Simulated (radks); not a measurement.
# Ni²⁺ in [Ne] 3s2 3p5.5 3d8.5: an all-electron calculation

One table from this session's results is given with a row withheld; the runs are named, their logs left out.

Program: radks (a radial shooting solver on a logarithmic mesh, Libxc functionals) version 1. Level of theory: scalar-relativistic Kohn-Sham, MS2 meta-GGA, spin-polarised, spherical densities, finite nucleus; open shells are filled with parallel spins first. These are calculated values, not measurements, unless marked.

## What is computed

* element: nickel (Z = 28)
* charge: +2
* electrons: 26
* configuration: [Ne] 3s2 3p5.5 3d8.5
* nuclear rms radius: 3.7757 fm

Set-up of the first run:

Settings of this run:

```text
Z 28
configuration [Ne] 3s2 3p5.5 3d8.5
relativity scalar-relativistic
functional ms2,regtpss
spin polarised
nucleus finite rms 3.7757 fm
c 137.035999084
```

Launch:

```sh
$ python run_ks.py task.json out
```

The same process makes all the runs of this session.

Steps of the session up to this table: Self-consistent calculation.

One of the session's tables, all rows but one given; the rest of the session is left out.

It belongs to the step «Radial structure». Radial moments (bohr):

| level | <r> | outermost maximum (interpolated) | 90 % within | nodes |
| --- | --- | --- | --- | --- |
| 1s up | 0.05404 | 0.0354 | 0.0965 | 0 |
| 1s down | 0.05404 | 0.0354 | 0.0965 | 0 |
| 2s up | 0.2442 | 0.204 | 0.378 | 1 |
| 2s down | 0.2440 | 0.204 | 0.378 | 1 |
| 2p up | 0.2153 | 0.165 | 0.352 | 0 |
| 2p down | 0.2151 | 0.165 | 0.352 | 0 |
| 3s up | 0.7371 | 0.640 | 1.10 | 2 |
| 3s down | ? | ? | ? | ? |
| 3p up | 0.7754 | 0.648 | 1.19 | 1 |
| 3p down | 0.7800 | 0.650 | 1.20 | 1 |
| 3d up | 0.9503 | 0.631 | 1.64 | 0 |
| 3d down | 0.9810 | 0.635 | 1.71 | 0 |

Estimate the missing values for 3s down.

As computed: <r>: 0.7396; outermost maximum (interpolated): 0.640; 90 % within: 1.11; nodes: 2. In the column «<r>» it lies between 3s up (0.7371) and 3p up (0.7754).
